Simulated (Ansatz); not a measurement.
**Bi: structure and electronic properties**

The task here is to estimate one member of a computed series from the others.

Method: DFT PBEsol, scalar-relativistic, plane waves, PAW, in Ansatz 0.2.0.

## The structure to begin with

Symmetry: Im-3m, No. 229, cubic system. Conventional cell: a = 3.963 Å, b = 3.963 Å, c = 3.963 Å, α = 90.00°, β = 90.00°, γ = 90.00°. Bi (site symmetry m-3m) has 8 Bi at 3.43 Å as nearest neighbours.

Coordinates:

```cif
data_structure
_symmetry_space_group_name_H-M 'P 1'
_symmetry_Int_Tables_number 1
_cell_length_a 3.4319
_cell_length_b 3.4319
_cell_length_c 3.4319
_cell_angle_alpha 109.471
_cell_angle_beta 109.471
_cell_angle_gamma 109.471
_cell_volume 31.12
loop_
_atom_site_label
_atom_site_type_symbol
_atom_site_fract_x
_atom_site_fract_y
_atom_site_fract_z
_atom_site_occupancy
Bi1 Bi 0.00000 0.00000 0.00000 1
```

Source of the structure: the Materials Project (structure only).

Set-up of the first run:

(A quick probe on a coarse mesh, which set the mesh and smearing, is not shown.)

Input file input.yaml:

```yaml
crystal:
  lattice:
    - [-1.9814305318, 1.9814305318, 1.9814305318]
    - [1.9814305318, -1.9814305318, 1.9814305318]
    - [1.9814305318, 1.9814305318, -1.9814305318]
  atoms:
    - { symbol: Bi, position: [0.0, 0.0, 0.0] }
basis:
  ecutwfc: 420
kpoints:
  mp_grid: { grid: [16, 16, 16] }
hamiltonian:
  xc: pbesol
scf:
  occupations: { method: gaussian, width: 0.1 }
output:
  forces: true
  stress: true
  eigenvalues: true
relax:
  adjacent_minimum: "off"
  f_tol: 0.005
  max_steps: 80
  cell: { stress_tol: 0.05 }
```

Command:

```sh
ansatz run input.yaml --threads 1 --pin off --max-ram 2560MiB --backend cpu --events-out ev --progress --plain --runs-dir out
```

Among the steps run: The relaxation; Volume × 0.97; Volume × 1.03; The cell scaled to 0.94 of its volume; The cell scaled to 1.06 of its volume; The cell scaled to 0.91 of its volume; Point at V/V0 = 1.10; Volume × 0.88.

One table of the session follows, with a row left open; its other results are not shown here.

It belongs to the step «Equation of state». 

```
volume (Å³/atom)  energy above the lowest point (meV/atom)  pressure (GPa)
          26.375                                     102.0           10.44
          27.274                                      53.1            7.06
          28.174                                      21.7            4.24
          29.073                                         ?               ?
          29.972                                       0.0           -0.04
          30.871                                       5.2           -1.64
          31.770                                      18.5           -2.98
          32.969                                      46.5           -4.46
```

**Question.** Estimate the row for volume (Å³/atom) = 29.073.

Worked estimate for «energy above the lowest point (meV/atom)». A straight line through the neighbours (28.174, 21.7) and (29.972, 0.0) gives 21.7 + (0.0 − 21.7) × (29.073 − 28.174) / (29.972 − 28.174) = 10.8; a parabola fitted to 4 rows on both sides gives 4.8.

As computed: energy above the lowest point (meV/atom): 4.8; pressure (GPa): 1.90. In «energy above the lowest point (meV/atom)» the line misses by +6.0 and the parabola by 0.0.
